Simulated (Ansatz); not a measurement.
# Ba4Cu3: the cost of one run

Program: Ansatz 0.2.0. Level of theory: DFT PBE, scalar-relativistic, plane waves, PAW. These are calculated values, not measurements.

## (1) The starting structure

The structure is cubic, space group Pm-3m (No. 221). The conventional cell has a = 6.086 Å, b = 6.086 Å, c = 6.086 Å, α = 90.00°, β = 90.00°, γ = 90.00°. Ba (site symmetry 4/mmm) has 4 Cu at 3.04 Å as nearest neighbours. Ba (site symmetry m-3m) has 6 Cu at 3.04 Å as nearest neighbours. Cu (site symmetry 4/mmm) has 6 Ba at 3.04 Å as nearest neighbours.

Structure file:

```
CELL_PARAMETERS angstrom
6.08565 0.00000 0.00000
0.00000 6.08565 0.00000
0.00000 0.00000 6.08565
ATOMIC_POSITIONS crystal
Ba 0.00000 0.50000 0.50000
Ba 0.50000 0.00000 0.50000
Ba 0.50000 0.50000 0.00000
Ba 0.00000 0.00000 0.00000
Cu 0.50000 0.00000 0.00000
Cu 0.00000 0.50000 0.00000
Cu 0.00000 0.00000 0.50000
```

Recipe of the guess: random cell by space group and Wyckoff sites (Pm-3m, No. 221). Lengths come from tabulated atomic sizes and are only a guess.

## (2) Probe: one point on a coarse mesh

Input file input.yaml:

```yaml
crystal:
  lattice:
    - [6.08564519, 0.0, 0.0]
    - [0.0, 6.08564519, 0.0]
    - [0.0, 0.0, 6.08564519]
  atoms:
    - { symbol: Ba, position: [0.0, 0.5, 0.5] }
    - { symbol: Ba, position: [0.5, 0.0, 0.5] }
    - { symbol: Ba, position: [0.5, 0.5, 0.0] }
    - { symbol: Ba, position: [0.0, 0.0, 0.0] }
    - { symbol: Cu, position: [0.5, 0.0, 0.0] }
    - { symbol: Cu, position: [0.0, 0.5, 0.0] }
    - { symbol: Cu, position: [0.0, 0.0, 0.5] }
basis:
  ecutwfc: 420
kpoints:
  mp_grid: { grid: [4, 4, 4] }
hamiltonian:
  xc: pbe
scf:
  occupations: { method: gaussian, width: 0.1 }
  lower_state_search: "off"
output:
  forces: true
  stress: true
  eigenvalues: true
```

The run is started by

```console
$ ansatz run input.yaml --threads 1 --pin off --max-ram 2560MiB --backend cpu --events-out ev --progress --plain --runs-dir out
```

**Question.** How long does this run take on 1 thread of INTEL XEON PLATINUM 8581C at 2.30GHz (Emerald Rapids), shared host, and how much memory does it need?

About 4.8 s, with a peak of 0.57 GiB.
